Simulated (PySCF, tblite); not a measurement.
# C4H9BF2O2: geometry, infrared bands and NMR shifts

Aim: predict the infrared bands and NMR shifts of C4H9BF2O2 (`COCO[C@H](C)B(F)F`).

The runs use tblite 0.8.0 and PySCF 2.14.0, with density-fitted response routines of our own; the level of theory stands in each step. All values are computed, except where a source is named. Atoms are numbered from 0 throughout.

### 1 The starting structure

18 atoms, charge 0, multiplicity 1; geometry from: force field or distance geometry start.

Bonds of the start (Å): C0–O1 1.42, O1–C2 1.38, C2–O3 1.39, O3–C4 1.40, C4–C5 1.52, C4–B6 1.59, B6–F7 1.45, B6–F8 1.45, C0–H9 1.10, C0–H10 1.09, C0–H11 1.11, C2–H12 1.11, C2–H13 1.11, C4–H14 1.09, C5–H15 1.10, C5–H16 1.10, C5–H17 1.12.

### 2 Relaxing the molecule with GFN2-xTB

Job settings and geometry (Å):

```
{"job": {"kind": "relax", "xc": "GFN2-xTB", "basis": "xTB"}, "charge": 0, "multiplicity": 1}
C      2.859600     0.405100     0.113400
O      1.472400     0.693300     0.099000
C      0.991100     0.173300    -1.089600
O     -0.372900     0.427700    -1.172400
C     -1.094000    -0.163300    -0.123600
C     -2.083800    -1.167500    -0.698700
B     -1.869500     1.001400     0.623200
F     -2.644200     0.587200     1.774500
F     -2.194100     2.210600    -0.116300
H      3.277600     0.913900    -0.763800
H      3.302200     0.705800     1.066700
H      2.915100    -0.694600    -0.055500
H      1.536200     0.694600    -1.906700
H      1.196200    -0.922600    -1.098600
H     -0.384400    -0.688600     0.522200
H     -2.827400    -0.618600    -1.297800
H     -1.547600    -1.884100    -1.345300
H     -2.541400    -1.667100     0.192800
```

Run with:

```console
OMP_NUM_THREADS=1 python probes_run.py task.json out
```

This one command runs all jobs of the session in turn.

**Question.** This job is followed by: GFN2-xTB harmonic vibrations, gas phase; GIAO PBE0/pcSseg-1 NMR shielding, non-relativistic, gas phase. What will the session give for the following? strongest single infrared mode (GFN2-xTB); zero-point energy (GFN2-xTB); 13C shifts against TMS (PBE0/pcSseg-1); 1H shifts against TMS (PBE0/pcSseg-1, means over atoms taken as alike); 17O shifts against H2O (PBE0/pcSseg-1); 11B shifts against BF3·OEt2 (PBE0/pcSseg-1); 19F shifts against CFCl3 (PBE0/pcSseg-1, means over atoms taken as alike); surface potential, 1st and 99th percentile.

As calculated:

| quantity | value |
| --- | --- |
| strongest single infrared mode (GFN2-xTB) | 1314 cm⁻¹, 393 km/mol |
| zero-point energy (GFN2-xTB) | 85.2 kcal/mol |
| 13C shifts against TMS (PBE0/pcSseg-1) | 97.0, 60.5, 55.1, 13.2 ppm |
| 1H shifts against TMS (PBE0/pcSseg-1, means over atoms taken as alike) | 4.88, 4.65, 4.31, 3.44, 1.29 ppm |
| 17O shifts against H2O (PBE0/pcSseg-1) | 77.0, 39.7 ppm |
| 11B shifts against BF3·OEt2 (PBE0/pcSseg-1) | 26.9 ppm |
| 19F shifts against CFCl3 (PBE0/pcSseg-1, means over atoms taken as alike) | -75.5 ppm |
| surface potential, 1st and 99th percentile | -1.40 V and 1.68 V |

What this shows: Relaxing lowered the energy by 1.144 eV in 166 steps; the close pair that moved most is B6–F8, from 1.454 to 1.308 Å. All 48 modes are real, so the xTB geometry is a minimum. The strongest single mode, at 1314 cm⁻¹, moves mainly B6. Unscaled tight-binding wavenumbers are off by several per cent, some by more. Its intensities can rank the bands wrongly. At PBE0/pcSseg-1: The largest span, 315 ppm, is at F7, F8, where the paramagnetic term is -221 ppm.
